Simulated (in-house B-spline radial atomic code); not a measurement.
# Cd⁴⁰⁺: excited configurations

How much energy does it take to promote electrons of Cd⁴⁰⁺ to other shells? Each configuration is solved by itself and compared with the reference.

Program: in-house B-spline radial atomic code version 1. Level of theory: Dirac-Hartree-Fock, average of configuration, Fermi nucleus, basis-set limit. These are calculated values, not measurements, unless marked.

### 1 The system

```
element       : cadmium (Z = 48)
charge        : +40
electrons     : 8
configuration : [He] 2s2 2p4
Hamiltonian   : Dirac-Coulomb
nucleus       : Fermi, rms radius 4.609 fm
```

Outer shells as boxes (Hund's rule):

[He] 2s2 2p4
```
[He] core
2s [↑↓]
2p [↑↓][↑ ][↑ ]
```

The boxes draw the filling by Hund's rule, which heavy ions in jj coupling don't follow; these runs average over all states of the configuration.

The run's settings:

```ini
Z = 48
electrons = 8.0
configuration = [He] 2s2 2p4
hamiltonian = dirac
method = hf
spin_polarised = False
nucleus = fermi
rms_radius = 4.6087
mass_number = 114
atomic_mass = 113.903364998
speed_of_light = 137.035999084
```

The reference is known from an earlier run: -3877.671812 hartree in all. Up to eight levels, counted from the top:

```tsv
orbital	occupation	energy (eV)	<r> (bohr)
1s1/2	2	-29815.7	0.03031
2s1/2	2	-6665.48	0.1267
2p1/2	1.33333	-6465.59	0.1068
2p3/2	2.66667	-6256.80	0.1114
```

### 2 Configuration [He] 2s2 2p3 4s1

The run's settings:

```ini
Z = 48
electrons = 8.0
configuration = [He] 2s2 2p3 4s1
hamiltonian = dirac
method = hf
spin_polarised = False
nucleus = fermi
rms_radius = 4.6087
mass_number = 114
atomic_mass = 113.903364998
speed_of_light = 137.035999084
```

### 3 [He] 2s1 2p4 4p1

Changes to the settings of step 2:

```diff
@@ -2,3 +2,3 @@
 electrons = 8.0
-configuration = [He] 2s2 2p3 4s1
+configuration = [He] 2s1 2p4 4p1
 hamiltonian = dirac
```

### 4 [He] 2s2 2p3 5s1

Changes to the settings of step 3:

```diff
@@ -2,3 +2,3 @@
 electrons = 8.0
-configuration = [He] 2s1 2p4 4p1
+configuration = [He] 2s2 2p3 5s1
 hamiltonian = dirac
```

### 5 [He] 2s1 2p4 6g1

Changes to the settings of step 4:

```diff
@@ -2,3 +2,3 @@
 electrons = 8.0
-configuration = [He] 2s2 2p3 5s1
+configuration = [He] 2s1 2p4 6g1
 hamiltonian = dirac
```

### 6 Run with [He] 2s2 2p3 3p1

Changes to the settings of step 5:

```diff
@@ -2,3 +2,3 @@
 electrons = 8.0
-configuration = [He] 2s1 2p4 6g1
+configuration = [He] 2s2 2p3 3p1
 hamiltonian = dirac
```

How far above the reference does each configuration lie (order and size, in eV)?

**Answer**, as computed:

| net move | configuration | energy above the reference (eV) | with Breit, QED, recoil (eV) | largest <r> (bohr) |
| --- | --- | --- | --- | --- |
| 2p → 3p | [He] 2s2 2p3 3p1 | 3623.98 | 3619.22 | 0.289 |
| 2p → 4s | [He] 2s2 2p3 4s1 | 4784.95 | 4779.50 | 0.544 |
| 2s → 4p | [He] 2s1 2p4 4p1 | 5169.39 | 5161.01 | 0.539 |
| 2p → 5s | [He] 2s2 2p3 5s1 | 5353.51 | 5347.59 | 0.862 |
| 2s → 6g | [He] 2s1 2p4 6g1 | 6027.62 | 6018.60 | 1.07 |

Quantum defects of the promoted electron, δ = n − ζ/√(−2ε) with ζ = 41 and ε its orbital energy in hartree:

| promotion | δ |
| --- | --- |
| 2p → 3p | 0.090 |
| 2p → 4s | 0.145 |
| 2s → 4p | 0.088 |
| 2p → 5s | 0.146 |
| 2s → 6g | 0.005 |

The lowest of them is 2p → 3p at 3623.98 eV and the highest 2s → 6g at 6027.62 eV. Of those tabulated, the defect is largest for 5s (0.15) and least for 6g (0.00); at this charge much of the defect is relativistic. Two partly filled shells share a symmetry and can mix in the average, which may lower the energy, for: 2p → 3p; 2s → 4p. These are averages over configurations, without correlation, not spectroscopic levels.
